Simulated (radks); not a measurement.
# S⁺ in [Ne] 3s2 3p3: an all-electron calculation

The task here is to estimate one member of a computed series from the others.

The numbers are computed with radks (a radial shooting solver on a logarithmic mesh, Libxc functionals) version 1 (scalar-relativistic Kohn-Sham, PBEsol, spin-polarised, spherical densities, finite nucleus; open shells are filled with parallel spins first), except any that are marked as measured or tabulated.

## The atom as given

- element: sulfur (Z = 16)
- charge: +1
- electrons: 15
- configuration: [Ne] 3s2 3p3
- nuclear rms radius: 3.2611 fm

Outer shells as boxes (Hund's rule):

S⁺
```
[Ne] core
3s [↑↓]
3p [↑ ][↑ ][↑ ]
```

Set-up of the first run:

Settings of this run:

```text
Z 16
configuration [Ne] 3s2 3p3
relativity scalar-relativistic
functional pbe_sol,pbe_sol
spin polarised
nucleus finite rms 3.2611 fm
c 137.035999084
```

One of the session's tables, all rows but one given; the rest of the session is left out.

It belongs to the step «Radial structure». Radial moments (bohr):

```
  level      <r>  outermost maximum (interpolated)  90 % within  nodes
  1s up  0.09699                            0.0634        0.173      0
1s down        ?                                 ?            ?      ?
  2s up   0.4797                             0.389        0.752      1
2s down   0.4794                             0.389        0.751      1
  2p up   0.4429                             0.326        0.738      0
2p down   0.4425                             0.326        0.737      0
  3s up    1.632                              1.39         2.45      2
3s down    1.646                              1.39         2.49      2
  3p up    1.872                              1.55         2.88      1
3p down    1.932                              1.55         3.02      1
```

**Question.** Estimate the row for 1s down.

The run gave: <r>: 0.09698; outermost maximum (interpolated): 0.0634; 90 % within: 0.173; nodes: 0. In the column «<r>» it is the lowest.

Caveats from the session: Open shells are spherical and high-spin; term and fine-structure splittings are not resolved.
